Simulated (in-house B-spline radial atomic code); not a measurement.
**Ir⁴⁷⁺: RPA response and pair energies**

Aim: the static and dynamic polarisabilities of Ir⁴⁷⁺ in the relativistic RPA, its lowest excitations, and its second-order correlation energy by partial wave and by pair.

The numbers are computed with an in-house B-spline radial atomic code, version 1 (Dirac-Hartree-Fock, relativistic RPA and second-order many-body perturbation theory, no-pair Dirac-Coulomb, B-spline basis), except any that are marked as measured or tabulated.

## (1) What is computed

```
element       : iridium (Z = 77)
charge        : +47
closed shells : [Ar] 3d10 4s2
nucleus       : mass number 193, rms radius 5.403 fm
```

The outer shells:

Ir47+
```
[Ar] core
3d [↑↓][↑↓][↑↓][↑↓][↑↓]
4s [↑↓]
```

## (2) The run, and its mean field

Input settings, with the grid that the program derived:

```ini
basis_form = 2
Z = 77
core_configuration = [Ar] 3d10 4s2
rms_radius = 5.4032
mass_number = 193
speed_of_light = 137.035999084
box_radius = 2.033
lmax = 7
intervals = 55
virtual_cutoff = 148225.0
```

Command:

```console
python run_mb.py task.json out
```

The settings stand in task.json.

The program writes no log. Results of the run, from its result record (rounded, main fields):

```text
{
  "status": "converged",
  "hf_energy [hartree]": -16282.571002,
  "orbitals [hartree]": [
    ["1s1/2", -2905.6541],
    ["2s1/2", -586.28575],
    ["2p1/2", -564.6368],
    ["2p3/2", -504.45846],
    ["3s1/2", -202.86009],
    ["3p1/2", -193.3119],
    ["3p3/2", -179.37591],
    ["3d3/2", -164.26874],
    ["3d5/2", -161.2533],
    ["4s1/2", -97.752303]
  ],
  "breit [hartree]": 18.86244
}
```

Run time: 5.2 s. Hardware: 1 thread, shared host.

The record goes on with the response and the correlation energy; its parts follow in the order written.

The highest level is 4s1/2 at -2660 eV, the deepest 1s1/2 at -79067 eV.

## (3) Dipole response

The record's fields for this part:

```text
{
  "dipole_polarisability [bohr^3]": 0.02677366,
  "dipole_polarisability_uncoupled [bohr^3]": 0.02477335,
  "dipole_shielding": 0.389,
  "dipole_by_shell [bohr^3]": {
    "1s1/2": -4.40237e-08,
    "2s1/2": 3.52909e-08,
    "2p1/2": -1.11638e-08,
    "2p3/2": 2.09943e-07,
    "3s1/2": 2.74089e-05,
    "3p1/2": 3.93933e-05,
    "3p3/2": 0.000141257,
    "3d3/2": 0.00028424,
    "3d5/2": 0.000452458,
    "4s1/2": 0.0258287
  },
  "dipole_imaginary_frequency [hartree, au]": {
    "u": [0.0, 6.65, 16.6, 33.3, 49.9, 66.5, 99.8, 133.0, 166.0, 233.0, 333.0, 499.0, 665.0, 998.0, 1660.0, 3330.0],
    "alpha": [0.02677366, 0.01350995, 0.005492482, 0.002746558, 0.001953314, 0.001528055, 0.001022888, 0.0007273461, 0.000540394, 0.0003263437, 0.0001824933, 9.059541e-05, 5.405671e-05, 2.551447e-05, 9.695974e-06, 2.504974e-06]
  },
  "dipole_excitations [hartree, oscillator strength, leading channel, weight]": [
    [3.605373, 0.13044, "4s1/2 -> p1/2", 0.991],
    [8.63483, 1.1003, "4s1/2 -> p3/2", 0.99],
    [41.21735, 0.2027, "4s1/2 -> p1/2", 0.999],
    [43.38758, 0.19865, "4s1/2 -> p3/2", 0.999],
    [59.92783, 0.061628, "4s1/2 -> p1/2", 1.0],
    [61.11588, 0.074787, "4s1/2 -> p3/2", 1.0],
    [69.3254, 0.15116, "3d3/2 -> p1/2", 0.996],
    [70.92224, 0.22945, "3d5/2 -> p3/2", 0.992],
    [71.11615, 0.043289, "4s1/2 -> p1/2", 0.998],
    [71.97666, 0.053188, "4s1/2 -> p3/2", 0.999],
    [73.84922, 0.028211, "3d3/2 -> p3/2", 0.997],
    [81.64981, 0.037277, "4s1/2 -> p1/2", 1.0],
    [82.71041, 0.070399, "4s1/2 -> p3/2", 0.999],
    [84.25016, 0.0028004, "3d5/2 -> f5/2", 0.918]
  ],
  "dipole_real_frequency [hartree, bohr^3]": {"omega": [0.361, 0.721, 1.08, 1.44, 1.8, 2.16, 2.52, 2.88, 3.24], "alpha": [0.02690116, 0.02729546, 0.02799777, 0.02910111, 0.03077679, 0.03337861, 0.03773478, 0.04631633, 0.07131295]},
  "c6 [hartree bohr^6]": 0.003973017,
  "cauchy_s-4": 0.0009702367,
  "trk_sum": 28.77838,
  "mean_excitation_energy [hartree]": 172.9881
}
```

Lowest dipole excitations, with their leading channel:

```tsv
energy (eV)	strength	leading channel	weight
98.107	0.130	4s1/2 → p1/2	0.99
234.97	1.10	4s1/2 → p3/2	0.99
1121.6	0.203	4s1/2 → p1/2	1.00
1180.6	0.199	4s1/2 → p3/2	1.00
1630.7	0.0616	4s1/2 → p1/2	1.00
1663.0	0.0748	4s1/2 → p3/2	1.00
1886.4	0.151	3d3/2 → p1/2	1.00
1929.9	0.229	3d5/2 → p3/2	0.99
```

At imaginary frequency the polarisability falls to half its static value near 6.8 hartree; at 0.9 of the first excitation energy it stands at 2.66 times the static value.

## (4) Quadrupole and octupole response

From the result record:

```text
{
  "quadrupole_polarisability [bohr^5]": 0.001466623,
  "quadrupole_polarisability_uncoupled [bohr^5]": 0.001358312,
  "quadrupole_shielding": -1.46,
  "quadrupole_by_shell [bohr^5]": {
    "1s1/2": 9.83676e-11,
    "2s1/2": 8.03483e-09,
    "2p1/2": 2.47117e-08,
    "2p3/2": 8.72393e-08,
    "3s1/2": 5.95472e-06,
    "3p1/2": 8.57674e-06,
    "3p3/2": 2.90463e-05,
    "3d3/2": 1.22193e-05,
    "3d5/2": 2.08093e-05,
    "4s1/2": 0.0013899
  },
  "quadrupole_imaginary_frequency [hartree, au]": {
    "u": [0.0, 6.65, 16.6, 33.3, 49.9, 66.5, 99.8, 133.0, 166.0, 233.0, 333.0, 499.0, 665.0, 998.0, 1660.0, 3330.0],
    "alpha": [0.001466623, 0.001262796, 0.0007701201, 0.0003817564, 0.0002403611, 0.0001707288, 0.000102024, 6.854743e-05, 4.927208e-05, 2.857736e-05, 1.539118e-05, 7.330707e-06, 4.253196e-06, 1.938885e-06, 7.128854e-07, 1.788063e-07]
  },
  "quadrupole_excitations [hartree, oscillator strength, leading channel, weight]": [
    [14.33876, 0.057719, "4s1/2 -> d3/2", 0.96],
    [15.50394, 0.2344, "4s1/2 -> d5/2", 0.96],
    [46.21626, 0.082239, "4s1/2 -> d3/2", 0.997],
    [46.702, 0.14172, "4s1/2 -> d5/2", 0.997],
    [62.68953, 0.018874, "4s1/2 -> d3/2", 0.998],
    [62.96075, 0.032535, "4s1/2 -> d5/2", 0.998],
    [73.0101, 0.0087982, "4s1/2 -> d3/2", 0.999],
    [73.219, 0.015317, "4s1/2 -> d5/2", 0.999],
    [77.05622, 0.0063901, "3d5/2 -> d3/2", 0.99],
    [78.13525, 0.031697, "3d5/2 -> d5/2", 0.99],
    [80.211, 0.01927, "3d3/2 -> d3/2", 0.998],
    [81.07265, 0.007128, "3d3/2 -> d5/2", 0.998],
    [83.51549, 0.0073042, "4s1/2 -> d3/2", 0.999],
    [83.77979, 0.011996, "4s1/2 -> d5/2", 0.999]
  ],
  "c8 [hartree bohr^8]": 0.001638604,
  "octupole_polarisability [bohr^7]": 0.00016026,
  "octupole_polarisability_uncoupled [bohr^7]": 0.0001514325,
  "octupole_by_shell [bohr^7]": {"2s1/2": 1.0904e-09, "2p1/2": 2.7423e-10, "2p3/2": 1.06704e-09, "3s1/2": 7.867e-07, "3p1/2": 5.33334e-07, "3p3/2": 1.91854e-06, "3d3/2": 1.24581e-06, "3d5/2": 2.27029e-06, "4s1/2": 0.000153503}
}
```

Lowest quadrupole excitations, with their leading channel:

```tsv
energy (eV)	strength	leading channel	weight
390.18	0.0577	4s1/2 → d3/2	0.96
421.88	0.234	4s1/2 → d5/2	0.96
1257.6	0.0822	4s1/2 → d3/2	1.00
1270.8	0.142	4s1/2 → d5/2	1.00
1705.9	0.0189	4s1/2 → d3/2	1.00
1713.2	0.0325	4s1/2 → d5/2	1.00
1986.7	0.00880	4s1/2 → d3/2	1.00
1992.4	0.0153	4s1/2 → d5/2	1.00
```

## (5) Second-order correlation energy

The record's fields for this part:

```text
{
  "second_order_energy [hartree]": {"by_l": [-0.02793532, -0.269456, -0.5102565, -0.6446248, -0.198887, -0.08553129, -0.0385379, -0.01949475], "sum": -1.794724, "extrapolated": -1.834572, "direct": -2.475293},
  "pair_energies [hartree]": [
    ["1s1/2", "1s1/2", -0.0372783],
    ["2s1/2", "1s1/2", -0.0111667],
    ["2s1/2", "2s1/2", -0.00907831],
    ["2p1/2", "1s1/2", -0.0219148],
    ["2p1/2", "2s1/2", -0.0214898],
    ["2p1/2", "2p1/2", -0.0178661],
    ["2p3/2", "1s1/2", -0.0225918],
    ["2p3/2", "2s1/2", -0.0385534],
    ["2p3/2", "2p1/2", -0.0741903],
    ["2p3/2", "2p3/2", -0.0657951],
    ["3s1/2", "1s1/2", -0.00274963],
    ["3s1/2", "2s1/2", -0.0047039],
    ["3s1/2", "2p1/2", -0.00664863],
    ["3s1/2", "2p3/2", -0.0133242],
    ["3s1/2", "3s1/2", -0.00533585],
    ["3p1/2", "1s1/2", -0.00491252],
    ["3p1/2", "2s1/2", -0.00713763],
    ["3p1/2", "2p1/2", -0.00801513],
    ["3p1/2", "2p3/2", -0.020636],
    ["3p1/2", "3s1/2", -0.0118153],
    ["3p1/2", "3p1/2", -0.00833914],
    ["3p3/2", "1s1/2", -0.00530677],
    ["3p3/2", "2s1/2", -0.0108896],
    ["3p3/2", "2p1/2", -0.0182882],
    ["3p3/2", "2p3/2", -0.032653],
    ["3p3/2", "3s1/2", -0.0225145],
    ["3p3/2", "3p1/2", -0.0349289],
    ["3p3/2", "3p3/2", -0.0335813],
    ["3d3/2", "1s1/2", -0.000903165],
    ["3d3/2", "2s1/2", -0.0152525],
    ["3d3/2", "2p1/2", -0.0203421],
    ["3d3/2", "2p3/2", -0.0476566],
    ["3d3/2", "3s1/2", -0.0257331],
    ["3d3/2", "3p1/2", -0.0362409],
    ["3d3/2", "3p3/2", -0.0727972],
    ["3d3/2", "3d3/2", -0.0699709],
    ["3d5/2", "1s1/2", -0.00104229],
    ["3d5/2", "2s1/2", -0.0206235],
    ["3d5/2", "2p1/2", -0.0256566],
    ["3d5/2", "2p3/2", -0.0652668],
    "... 15 more rows left out ..."
  ]
}
```

Share of the summed energy by partial wave: s 1.6 %, p 15.0 %, d 28.4 %, f 35.9 %, g 11.1 %, h 4.8 %, i 2.1 %, k 1.1 %.

## (6) Summary of results

| quantity | value |
| --- | --- |
| dipole polarisability | 0.02677 bohr³ |
| without coupling | 0.02477 bohr³ |
| quadrupole polarisability | 0.001467 bohr⁵ |
| C6 of a like pair | 0.003973 hartree bohr⁶ |
| dipole shielding | 0.389 |
| first dipole root | 98.11 eV |
| second-order energy, extrapolated | -1.8346 hartree (-1.66 eV an electron) |

**Reading.** The 4s1/2 subshell carries 96 % of the dipole polarisability of 0.0268 bohr³. Against the uncoupled value, letting the induced field act back on the electrons raises it by 8 %. The dipole shielding factor is near N/Z = 0.390, as the balance of forces on the electrons requires. The largest pair energy is 3d5/2–3d3/2, 13 % of the second-order sum; the tail beyond the last partial wave adds 2.2 %.
